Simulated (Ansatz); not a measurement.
# In2GaP3: the band gap up the ladder of functionals

An exercise on one series of results from a longer session: the logs are not shown, and one member is left open.

The runs shown are made with Ansatz 0.2.0. PAW datasets, plane waves. The calculation is spin-unpolarised, and the structure need not be a phase that has been made.

## Starting point

The cell was relaxed beforehand with r2SCAN.

Space group I-4m2 (No. 119), tetragonal; a = 4.059 Å, c = 17.367 Å in the conventional setting, 23.84 Å³ an atom. Around Ga lie 4 P at 2.41 Å; around P lie 2 Ga at 2.41 Å and 2 In at 2.54 Å; around In lie 4 P at 2.54 Å; around P lie 4 In at 2.54 Å.

As a file:

```
CELL_PARAMETERS angstrom
-2.02937 2.02937 8.68374
2.02937 -2.02937 8.68374
2.02937 2.02937 -8.68374
ATOMIC_POSITIONS crystal
Ga 0.00000 0.00000 0.00000
P 0.42567 0.92567 0.50000
In 0.33749 0.33749 0.00000
P 0.75000 0.25000 0.50000
In 0.66251 0.66251 0.00000
P 0.07433 0.57433 0.50000
```

The first run:

Input file input.yaml:

```yaml
crystal:
  lattice:
    - [-2.0293728115, 2.0293728115, 8.6837419824]
    - [2.0293728115, -2.0293728115, 8.6837419824]
    - [2.0293728115, 2.0293728115, -8.6837419824]
  atoms:
    - { symbol: Ga, position: [0.0, 0.0, 0.0] }
    - { symbol: P, position: [0.4256658162, 0.9256658162, 0.5] }
    - { symbol: In, position: [0.3374881289, 0.3374881289, 0.0] }
    - { symbol: P, position: [0.75, 0.25, 0.5] }
    - { symbol: In, position: [0.6625118711, 0.6625118711, 0.0] }
    - { symbol: P, position: [0.0743341838, 0.5743341838, 0.5] }
kpoints:
  mp_grid: { grid: [8, 8, 8] }
  band_path:
    path:
      - [[0.0, 0.0, 0.0], [1.292793330457e-17, -1.292793330457e-17, 0.5], [0.25, 0.25, 0.25], [-1.574977422158e-17, 0.5, 1.574977422158e-17], [0.0, 0.0, 0.0], [0.5, 0.5, -0.5], [0.2636536844646, 0.7363463155354, -0.2636536844646]]
      - [[-0.2636536844646, 0.2636536844646, 0.2636536844646], [0.0, 0.0, 0.0]]
      - [[1.292793330457e-17, -1.292793330457e-17, 0.5], [-0.02730736892911, 0.02730736892911, 0.5]]
      - [[0.5, 0.5, -0.02730736892911], [0.5, 0.5, -0.5]]
    npoints: 10
hamiltonian:
  xc: pbe
scf:
  occupations: { method: fermi_dirac, width: 0.02 }
  n_extra_bands: 5
output:
  forces: true
  stress: true
  eigenvalues: true
```

Started as:

```console
$ ansatz run input.yaml --threads 4 --pin off --max-ram 6451MiB --backend cpu --events-out ev --progress --plain --runs-dir out
```

Among the steps run: PBE bands along the symmetry lines; Single point with r2SCAN; HSE06 at the same geometry; PBE+SOC; PBE0 at the same geometry.

One table of the session follows, with a row left open; its other results are not shown here.

```
  level  gap (eV)
    PBE         ?
 r2SCAN      1.22
  HSE06      1.59
PBE+SOC      0.75
   PBE0      2.19
```

Estimate the missing values for PBE.

The run gave: gap (eV): 0.78. In the column «gap (eV)» it lies between PBE+SOC (0.75) and r2SCAN (1.22).

Meshes: PBE 8×8×8, r2SCAN 8×8×8, HSE06 6×6×6, PBE+SOC 8×8×8, PBE0 6×6×6

PBE+SOC gives the least gap, 0.75 eV, and PBE0 the largest, 2.19 eV. PBE reaches 49 % of the HSE06 value, and r2SCAN 77 %. PBE0 lies 0.60 eV above HSE06, which differs from it by screening the long-range exchange.

Caveats from the session: Warnings in the runs' records: stress scf threshold loose, stress exchange threshold loose.
